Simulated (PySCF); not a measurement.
# Eu(NH2)3: other functionals and bases at one geometry

How far do other levels of theory move the description of Eu(NH2)3, and what does each cost? It is a constructed species; whether it can be made isn't addressed.

Method: several levels, as the steps say, no spin–orbit coupling; program: PySCF 2.14.0.

3 further runs of the same task are left out: 2 for a known fault of the program, 1 that didn't finish.

### Step 1. The starting structure

10 atoms, charge 0, spin multiplicity 1.

Bond lengths: Eu1–N2 2.210 Å, Eu1–N5 2.210 Å, Eu1–N8 2.210 Å, N2–H3 1.021 Å, N2–H4 1.021 Å, N5–H6 1.021 Å, N5–H7 1.021 Å, N8–H9 1.021 Å, N8–H10 1.021 Å. Angles: N2–Eu1–N5 119.8°, N2–Eu1–N8 119.9°, N5–Eu1–N8 120.4°, Eu1–N2–H3 127.3°, Eu1–N2–H4 127.6°, H3–N2–H4 105.1°, Eu1–N5–H6 127.1°, Eu1–N5–H7 127.9°, H6–N5–H7 105.0°, Eu1–N8–H9 128.0°, Eu1–N8–H10 126.9°, H9–N8–H10 105.1°.

Geometry (Å):

| atom | x (Å) | y (Å) | z (Å) |
| --- | --- | --- | --- |
| Eu1 | -0.0060 | -0.0031 | 0.0190 |
| N2 | 2.2036 | -0.0010 | 0.0028 |
| H3 | 2.8224 | 0.8074 | 0.0810 |
| H4 | 2.8270 | -0.8041 | -0.0934 |
| N5 | -1.1037 | 1.9043 | 0.2241 |
| H6 | -0.7021 | 2.8382 | 0.3217 |
| H7 | -2.1146 | 2.0486 | 0.2304 |
| N8 | -1.1061 | -1.9053 | -0.2169 |
| H9 | -2.1170 | -2.0481 | -0.2395 |
| H10 | -0.7035 | -2.8369 | -0.3292 |

Formal oxidation states: Eu +3. Each metal's 6 4f electrons lie in its core potential, so multiplicities, spins and levels count the valence alone. An earlier session relaxed this geometry at PBE0, Eu lcecp-1-SVP with ECP52, N def2-SVP, H def2-SVP (singlet, point group C3v).

At PBE0 on the finer grid: E = -202.939191 Eh, HOMO -5.97 eV, LUMO -1.08 eV, Mulliken charge on Eu1 +0.92 e, largest force component 0.012 eV/Å. 

Levels to run: BP86; PBE; CAM-B3LYP; wB97X; PBE0, TZVP. Hardware: 2 threads of Arm Neoverse V1, shared host.

### Step 2. BP86

run.py (the lines that set the calculation)

```python
mol = gto.M(atom='''
Eu    -0.00604    -0.00312     0.01900
N      2.20362    -0.00097     0.00283
H      2.82245     0.80738     0.08096
H      2.82698    -0.80406    -0.09335
N     -1.10373     1.90432     0.22407
H     -0.70210     2.83819     0.32169
H     -2.11460     2.04860     0.23038
N     -1.10612    -1.90531    -0.21687
H     -2.11698    -2.04813    -0.23954
H     -0.70349    -2.83691    -0.32919''',
    basis={'Eu': 'lcecp-1-SVP', 'N': 'def2-SVP', 'H': 'def2-SVP'},
    ecp={'Eu': 'lcecp-1-SVP'},
    charge=0, spin=0)
mf = dft.RKS(mol, xc='B88,P86')
mf.grids.atom_grid = (75, 302)  # f atoms: unpruned, at least (60, 302)
mf = mf.density_fit()  # fitting sets: Eu AutoAux, N def2-universal-JKFIT, H def2-universal-JKFIT
mf.conv_tol = 1e-08; mf.max_cycle = 55
mf.kernel(dm0)  # dm0: the density of the relaxed state
```

Started as:

```sh
OMP_NUM_THREADS=2 python run.py
```

### Step 3. PBE

run.py (the lines that set the calculation): that of step 2 with these lines changed.

```diff
@@ -14,3 +14,3 @@
     charge=0, spin=0)
-mf = dft.RKS(mol, xc='B88,P86')
+mf = dft.RKS(mol, xc='PBE')
 mf.grids.atom_grid = (75, 302)  # f atoms: unpruned, at least (60, 302)
```

### Step 4. CAM-B3LYP

run.py (the lines that set the calculation): that of step 3 with these lines changed.

```diff
@@ -14,3 +14,3 @@
     charge=0, spin=0)
-mf = dft.RKS(mol, xc='PBE')
+mf = dft.RKS(mol, xc='CAMB3LYP')
 mf.grids.atom_grid = (75, 302)  # f atoms: unpruned, at least (60, 302)
```

### Step 5. wB97X

run.py (the lines that set the calculation): that of step 4 with these lines changed.

```diff
@@ -14,3 +14,3 @@
     charge=0, spin=0)
-mf = dft.RKS(mol, xc='CAMB3LYP')
+mf = dft.RKS(mol, xc='WB97X')
 mf.grids.atom_grid = (75, 302)  # f atoms: unpruned, at least (60, 302)
```

### Step 6. PBE0, TZVP

Basis: Eu lcecp-1-TZVP with ECP52, N def2-TZVP, H def2-TZVP. 

run.py (the lines that set the calculation): that of step 5 with these lines changed.

```diff
@@ -11,6 +11,6 @@
 H     -0.70349    -2.83691    -0.32919''',
-    basis={'Eu': 'lcecp-1-SVP', 'N': 'def2-SVP', 'H': 'def2-SVP'},
-    ecp={'Eu': 'lcecp-1-SVP'},
+    basis={'Eu': 'lcecp-1-TZVP', 'N': 'def2-TZVP', 'H': 'def2-TZVP'},
+    ecp={'Eu': 'lcecp-1-TZVP'},
     charge=0, spin=0)
-mf = dft.RKS(mol, xc='WB97X')
+mf = dft.RKS(mol, xc='PBE0')
 mf.grids.atom_grid = (75, 302)  # f atoms: unpruned, at least (60, 302)
@@ -18,2 +18,2 @@
 mf.conv_tol = 1e-08; mf.max_cycle = 55
-mf.kernel(dm0)  # dm0: the density of the relaxed state
+mf.kernel(dm0)  # dm0: free metal ions and neutral atoms
```

What does the calculation give? Wanted: for each run, HOMO; gap; charge on Eu1; dipole; largest force.

As calculated:

| level | state | HOMO (eV) | gap (eV) | charge on Eu1 (e) | dipole (D) | largest force (eV/Å) | basis functions | time |
| --- | --- | --- | --- | --- | --- | --- | --- | --- |
| PBE0 (relaxed here) | singlet | -5.97 | 4.89 | 0.92 | 0.05 | 0.01 | 105 | 18 s |
| BP86 | singlet | -4.75 | 2.97 | 0.73 | 0.05 | 0.45 | 105 | 7 s |
| PBE | singlet | -4.64 | 2.89 | 0.72 | 0.04 | 0.39 | 105 | 6.9 s |
| CAM-B3LYP | singlet | -7.37 | 6.96 | 0.90 | 0.05 | 0.07 | 105 | 8.1 s |
| wB97X | singlet | -8.43 | 8.91 | 0.94 | 0.05 | 0.14 | 105 | 8.1 s |
| PBE0, TZVP | singlet | -6.15 | 5.00 | 1.54 | 0.05 | 0.46 | 176 | 17 s |

Times are on 2 threads of Arm Neoverse V1, shared host; the first row also made further properties.

In one basis the HOMO–LUMO gap runs from 2.89 eV (PBE) to 8.91 eV (wB97X). The largest leftover force, 0.46 eV/Å with PBE0, TZVP, stands at a geometry relaxed at another level. The Mulliken charge on Eu spans +0.72 to +1.54 e over the levels. With 4f in the core, its levels are missing from HOMO and gap. Total energies of different levels can't be compared. Spin–orbit coupling is left out throughout.
